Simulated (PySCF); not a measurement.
# C2H7BNP: the cost of one run

Programs: PySCF 2.14.0, with density-fitted response routines of our own. Each step states its level of theory. These are calculated values for one molecule in the gas phase, unless marked as measured. Atoms count from 0, in the outputs and in this text.

### Step 1. The starting structure

12 atoms, charge 0, multiplicity 1; geometry from: GFN2-xTB. The atoms were then displaced at random by about 0.01 Å, so the start is not that level's minimum.

Bonds of the start (Å): C0–C1 1.44, C1–N2 1.17, N2–B3 1.40, B3–P4 2.01, C0–H5 1.12, C0–H6 1.10, C0–H7 1.07, B3–H8 1.18, B3–H9 1.21, P4–H10 1.38, P4–H11 1.41.

### Step 2. Optimising the geometry at PBE0-D3(BJ)/def2-SVP

The job: settings as JSON, then the geometry in Å.

```
{"job": {"xc": "PBE0", "basis": "def2-SVP", "d3": "d3bj", "grid": 1, "shake": 0.01, "kind": "geom"}, "charge": 0, "multiplicity": 1}
C      2.262060     0.481930    -0.103340
C      0.954470    -0.010340     0.263540
N     -0.108830    -0.403530     0.533640
B     -1.422620    -0.825130     0.780820
P     -2.495610     0.087040    -0.651070
H      2.143800     1.156290    -0.986090
H      2.669830     1.082110     0.718110
H      2.930180    -0.312680    -0.345490
H     -1.523490    -1.997780     0.656010
H     -1.799760    -0.435820     1.860690
H     -1.656240    -0.208510    -1.699610
H     -1.914100     1.358130    -0.492100
```

Launch:

```console
$ OMP_NUM_THREADS=1 python probes_run.py task.json out
```

The driver reads the jobs from task.json and runs them one after another.

Q: Estimate the wall time and peak memory of this first job on 1 thread of Arm Neoverse V1, shared host.

About 25 s, with a peak of 0.44 GiB.
